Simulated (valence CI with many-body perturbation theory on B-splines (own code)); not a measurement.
# Levels and ionisation energy of Pt⁵⁷⁺

What does CI with core correlation give for the spectrum of Pt⁵⁷⁺? Levels and ionisation energy come from one run, set against NIST.

The numbers are computed with an in-house CI+MBPT code version 3 (configuration interaction of the valence electrons, many-body perturbation theory for a frozen closed Dirac-Fock core, no-pair Dirac Hamiltonian, B-spline basis), except any that are marked as measured or tabulated.

### 1 What is computed

| Item | Value |
| --- | --- |
| element | platinum (Z = 78, A = 195) |
| charge | +57 |
| frozen core | [Ar] |
| start configuration of the valence electrons | 3d3 |
| nuclear rms radius | 5.4270 fm |

### 2 The run

Settings of the run:

```ini
atom Pt  Z=78  mass_number=195  rms_radius_fm=5.4270
core [Ar]
valence 3d3
avg = 1
basis = L
breit = 1
cap = 40000
capref = 1200
cscale = 1
de = 0.0
dress = 0
eps = 2e-08
h = 0.27
hh = 1
l2 = 3
lcore = 6
maxit = 60
n2 = 5
natural = 1
nlev = 60
nno = [6, 6, 7, 6, 4, 3, 1]
nroot = 26
nsp = [3, 3, 3, 2, 1, 0, 0]
pt2 = 1
qed = 1
rpa = 1
s1 = 1
s2 = 1
s3 = 1
screen = 1
tol = 2e-05
```

Launch:

```sh
$ python run_cv.py task.json out
```

task.json holds these settings.

The program printed:

```text
rmax 2.0 intervals 55 orbitals 81 references ['3d3', '3d2 4s', '3d2 4p'] scf 2
2J=4 par=0 roots 2 ref 45 generators 2 cand 1139/1139 P 866/866 nnz 0 it 0
2J=4 par=0 roots 2 ref 45 generators 3 cand 318/318 P 1024/1024 nnz 0 it 0
   second order: generators 3 cand 160/160 e2 -0.00000 -0.00000
2J=0 par=0 roots 2 ref 17 generators 2 cand 344/344 P 349/349 nnz 0 it 0
2J=0 par=0 roots 2 ref 17 generators 2 cand 12/12 P 361/361 nnz 0 it 0
   second order: generators 2 cand 0/0 e2 -0.00000 -0.00000
reference levels 673, estimated 19, window 2008449 1/cm; series limit 35645475, core excitation 2510562
2J=3 par=0 roots 5 ref 71 generators 4 cand 2154/4991 P 2026/5303 nnz 7.4e+06 it 5
2J=3 par=0 roots 5 ref 71 generators 4 cand 1043/2259 P 2468/6395 nnz 1.1e+07 it 4
   second order: generators 5 cand 2128/5130 e2 -0.00000 -0.00000
2J=5 par=0 roots 5 ref 79 generators 3 cand 2494/6858 P 2025/6278 nnz 1.1e+07 it 5
2J=5 par=0 roots 5 ref 79 generators 3 cand 1212/3159 P 2554/7799 nnz 1.6e+07 it 4
   second order: generators 4 cand 2209/5607 e2 -0.00001 -0.00000
2J=9 par=0 roots 3 ref 49 generators 3 cand 2125/6111 P 1714/5392 nnz 8.2e+06 it 4
2J=9 par=0 roots 3 ref 49 generators 3 cand 1228/3267 P 2182/6832 nnz 1.3e+07 it 4
   second order: generators 3 cand 760/1827 e2 -0.00001 -0.00000
2J=7 par=0 roots 3 ref 66 generators 2 cand 2436/7111 P 1857/5898 nnz 9.4e+06 it 4
2J=7 par=0 roots 3 ref 66 generators 2 cand 1335/3777 P 2412/7631 nnz 1.5e+07 it 4
   second order: generators 2 cand 780/2044 e2 -0.00001 -0.00000
2J=1 par=0 roots 2 ref 43 generators 2 cand 1293/2046 P 1716/2797 nnz 2.1e+06 it 4
2J=1 par=0 roots 2 ref 43 generators 2 cand 910/1419 P 2081/3422 nnz 3.2e+06 it 4
   second order: generators 2 cand 545/794 e2 -0.00000 -0.00000
2J=11 par=0 roots 1 ref 25 generators 1 cand 1616/4343 P 1262/3681 nnz 4.1e+06 it 4
2J=11 par=0 roots 1 ref 25 generators 1 cand 1246/3187 P 1631/4706 nnz 6.5e+06 it 4
   second order: generators 1 cand 877/2162 e2 -0.00001 -0.00001
left out: unestimated 18482819, estimated 2119382669, shifts from estimates -6 to 12
```

Wall time 43 s (1 thread of Arm Neoverse V1, shared host); peak memory 0.55 GiB.

In the log, the blocks before «reference levels» are the next ion; each later block is one J and parity (par 1 is odd): roots sought, reference size, generators, candidates and the variational space P (configurations/state functions), Hamiltonian entries, Davidson iterations; e2 is the second-order remainder in hartree. Σ1, Σ2 and Σ3 are the one-, two- and three-electron terms by which the core's correlation enters. In the settings nsp and nno count spectroscopic and correlating orbitals by l, and s1, s2, s3 switch or scale the Σ terms.

### 3 The level list

Levels from the run's result record, above the lowest; ° marks odd parity; each level is named by its leading configuration and LS term.

| # | level | configuration weight | term weight | energy (eV) | g | lifetime (s) |
| --- | --- | --- | --- | --- | --- | --- |
| 0 | 3d3 ⁴F 3/2 | 1.00 | 0.42 | 0.00 | 0.730 | - |
| 1 | 3d3 ⁴F 5/2 | 1.00 | 0.80 | 85.97 | 1.052 | 1.32e-07 |
| 2 | 3d3 ⁴P 3/2 | 1.00 | 0.38 | 92.58 | 1.158 | 1.66e-07 |
| 3 | 3d3 ²H 9/2 | 1.00 | 0.48 | 96.33 | 1.026 | - |
| 4 | 3d3 ²G 7/2 | 1.00 | 0.50 | 96.79 | 1.030 | 1.17e-04 |
| 5 | 3d3 ⁴P 1/2 | 1.00 | 0.57 | 98.36 | 1.788 | 4.48e-07 |
| 6 | 3d3 ²D 5/2 | 1.00 | 0.47 | 124.01 | 1.219 | 1.60e-06 |
| 7 | 3d3 ⁴F 7/2 | 1.00 | 0.69 | 181.06 | 1.121 | 7.61e-08 |
| 8 | 3d3 ⁴F 9/2 | 1.00 | 0.49 | 186.05 | 1.126 | 1.29e-07 |
| 9 | 3d3 ⁴P 3/2 | 1.00 | 0.40 | 191.81 | 1.097 | 6.62e-08 |
| 10 | 3d3 ²P 1/2 | 1.00 | 0.57 | 194.97 | 1.524 | 1.01e-07 |
| 11 | 3d3 ²H 11/2 | 1.00 | 1.00 | 196.02 | 1.078 | 3.33e-07 |
| 12 | 3d3 ⁴P 5/2 | 1.00 | 0.41 | 196.27 | 1.302 | 1.22e-07 |
| 13 | 3d3 ²F 7/2 | 1.00 | 0.77 | 206.24 | 1.079 | 2.57e-07 |
| 14 | 3d3 ²F 5/2 | 1.00 | 0.45 | 206.27 | 1.085 | 1.98e-07 |
| 15 | 3d3 ²D 3/2 | 1.00 | 0.81 | 228.54 | 0.868 | 1.42e-07 |

### 4 What each term adds

The same run repeats the diagonalisation with simpler Hamiltonians; each column adds a term to the one before, and the last is the full result. Excitation energies in eV:

```tsv
level	valence CI alone	+ Σ1	+ Σ2	+ Σ3	+ Breit	full, with QED
3d3 ⁴F 5/2	87.21	87.51	88.05	88.06	85.72	85.97
3d3 ⁴P 3/2	93.72	94.02	94.16	94.30	92.33	92.58
3d3 ²H 9/2	99.42	99.72	100.27	100.26	96.08	96.33
3d3 ²G 7/2	99.46	99.77	100.12	100.12	96.53	96.79
3d3 ⁴P 1/2	100.04	100.35	100.20	100.38	98.11	98.36
3d3 ²D 5/2	125.99	126.32	125.88	125.93	123.75	124.01
3d3 ⁴F 7/2	183.98	184.59	185.43	185.46	180.56	181.06
3d3 ⁴F 9/2	190.02	190.63	191.51	191.55	185.55	186.05
ionisation energy (eV)	5797.27	5799.97	5806.18	5806.25	5800.35	5800.67
```

### 5 A choice of lines

Only forbidden lines are listed; the levels computed give no E1 line. Rates are at computed energies, electric ones in the length gauge, E1 and E2 with static core polarisation; wavelengths are in vacuum.

| upper | lower | type | λ (nm) | A (1/s) | branching |
| --- | --- | --- | --- | --- | --- |
| 6: 3d3 ²D 5/2 | 2: 3d3 ⁴P 3/2 | M1 | 39.45 | 4.02e+04 | 0.06 |
| 6: 3d3 ²D 5/2 | 4: 3d3 ²G 7/2 | M1 | 45.55 | 1.22e+04 | 0.02 |
| 4: 3d3 ²G 7/2 | 1: 3d3 ⁴F 5/2 | M1 | 114.6 | 7.37e+03 | 0.86 |
| 3: 3d3 ²H 9/2 | 1: 3d3 ⁴F 5/2 | E2 | 119.7 | 4.18e-04 | 1.00 |

### 6 What came out

```
                                  quantity              computed                            tabulated
                              lowest level            3d3 ⁴F 3/2                            3d3 ⁴F3/2
                          first excitation  3d3 ⁴F 5/2, 85.97 eV                                    -
        ionisation energy, to 3d2 ³F J = 2             5800.7 eV  5800 ± 6 eV (tabulated theoretical)
     hyperfine A/(μ/I) of the lowest level            130130 MHz                                    -
no level missing from the run's list below             249.02 eV                                    -
```

**Reading.** The ionisation energy is 0.7 eV (0.01 %) above the NIST entry, whose uncertainty is 6 eV. Of the added terms Σ2 moves the ionisation energy most, by +6.21 eV. The lowest level is 100 % 3d3, but only 42 % ⁴F beside 41 % ²D, so its LS name says little. Cautions: the list stops below the first excitations out of the core; by estimate large intervals hold to a few tenths of a per cent, small ones and the rates on them less well; only levels of one parity were solved.
